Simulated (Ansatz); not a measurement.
Task: a single point from a YAML input of NaLaYSbO6, space group F-43m, with Ansatz's Python interface. Give the script and its output. Level of theory: PBE, PAW, cutoff 517 eV, 4×4×4 k-points, fixed occupations.

The script reads `input.yaml`:
```yaml
crystal:
  lattice:
    - [0.0, 4.164535, 4.164535]
    - [4.164535, 0.0, 4.164535]
    - [4.164535, 4.164535, 0.0]
  atoms:
    - { symbol: Na, position: [0.75, 0.75, 0.75] }
    - { symbol: La, position: [0.25, 0.25, 0.25] }
    - { symbol: "Y", position: [0.5, 0.5, 0.5] }
    - { symbol: Sb, position: [0.0, 0.0, 0.0] }
    - { symbol: O, position: [0.762514, 0.237486, 0.237486] }
    - { symbol: O, position: [0.237486, 0.762514, 0.762514] }
    - { symbol: O, position: [0.762514, 0.762514, 0.237486] }
    - { symbol: O, position: [0.237486, 0.237486, 0.762514] }
    - { symbol: O, position: [0.237486, 0.762514, 0.237486] }
    - { symbol: O, position: [0.762514, 0.237486, 0.762514] }
kpoints:
  mp_grid: { grid: [4, 4, 4] }
hamiltonian:
  xc: pbe
scf:
  occupations: { method: fixed }
basis:
  ecutwfc: "38 Ry"
output:
  forces: true
  stress: true
  eigenvalues: true
```

`nalaysbo6.py`:
```python
"""Run a YAML input for NaLaYSbO6 from Python."""

import ansatz as az
import numpy as np
import yaml

with open("input.yaml") as handle:
    tree = yaml.safe_load(handle)
print("sections:", list(tree))
out = az.Session.from_dict(tree).plan().execute()
summary = out.report

n_atoms = len(summary["lattice"]["sites"])
print("F =", round(summary["free_energy_ev"], 4), "eV for", n_atoms, "atoms")
print("E(sigma -> 0) =", round(summary["energy_sigma0_ev"], 4), "eV, TS =", round(summary["entropy_ts_ev"], 5), "eV")
print("closed by", summary["closed_by"], "after", summary["n_iterations"], "iterations")

# pressure is a third of the trace
stress = np.array(summary["stress_gpa"])
print(f"pressure {np.trace(stress) / 3:.3f} GPa")
print("stress tensor, GPa, positive in compression")
print(np.round(stress, 3) + 0.0)

print("band  energy (eV)  occupation, at k =", summary["kpoints_frac"][0])
for band, (e, occ) in enumerate(zip(summary["eigenvalues_ev"][0], summary["occupations"][0]), start=1):
    print(f"{band:4d} {e:12.4f} {occ:9.4f}")
```

Output of `python nalaysbo6.py`:
```text
sections: ['crystal', 'kpoints', 'hamiltonian', 'scf', 'basis', 'output']
F = -21483.6078 eV for 10 atoms
E(sigma -> 0) = -21483.6078 eV, TS = 0.0 eV
closed by deck_thresholds after 7 iterations
pressure -0.722 GPa
stress tensor, GPa, positive in compression
[[-0.722  0.     0.   ]
 [ 0.    -0.722  0.   ]
 [ 0.     0.    -0.722]]
band  energy (eV)  occupation, at k = [0.0, 0.0, 0.0]
   1     -42.0837    2.0000
   2     -31.1959    2.0000
   3     -23.9561    2.0000
   4     -19.9696    2.0000
   5     -19.9696    2.0000
   6     -19.7439    2.0000
   7     -19.7439    2.0000
   8     -19.7439    2.0000
   9     -13.9956    2.0000
  10     -13.9956    2.0000
  11     -13.9956    2.0000
  12     -11.8931    2.0000
  13     -11.8931    2.0000
  14     -11.8931    2.0000
  15      -9.8684    2.0000
  16      -7.8852    2.0000
  17      -7.8852    2.0000
  18      -7.8852    2.0000
  19      -7.6732    2.0000
  20      -7.6732    2.0000
  21      -7.4902    2.0000
  22      -7.4902    2.0000
  23      -7.4902    2.0000
  24       0.4161    2.0000
  25       4.3584    2.0000
  26       4.3584    2.0000
  27       4.3584    2.0000
  28       5.2453    2.0000
  29       5.2453    2.0000
  30       5.2453    2.0000
  31       5.9001    2.0000
  32       5.9001    2.0000
  33       6.9126    2.0000
  34       6.9126    2.0000
  35       6.9126    2.0000
  36       7.2362    2.0000
  37       7.2362    2.0000
  38       7.2362    2.0000
  39       8.1080    2.0000
  40       8.1080    2.0000
  41       8.1080    2.0000
  42      10.6870    0.0000
  43      10.7537    0.0000
  44      10.7537    0.0000
  45      10.7537    0.0000
  46      10.9560    0.0000
  47      10.9560    0.0000
  48      10.9560    0.0000
```

Caveats:
- Total energies depend on the potentials; only differences at equal settings carry meaning. A total without «per atom» is that of the cell as typed.
- The run is spin-unpolarised.
- The computed bands are complete only to about 2.7 eV above the Fermi level.
- Semilocal functionals put the empty 4f levels of La too low, which can move the conduction edge.
- The structure comes from a database of computed cells and needn't be a stable or known phase.
- Gaps and levels are Kohn-Sham values on a finite set of k-points, without spin-orbit coupling.
- Hardware and time: 7.1 s on 1 thread of Arm Neoverse V1 (shared host), peak memory 0.52 GiB.

(Lines on the test bed's own set-up are left out of the output.)
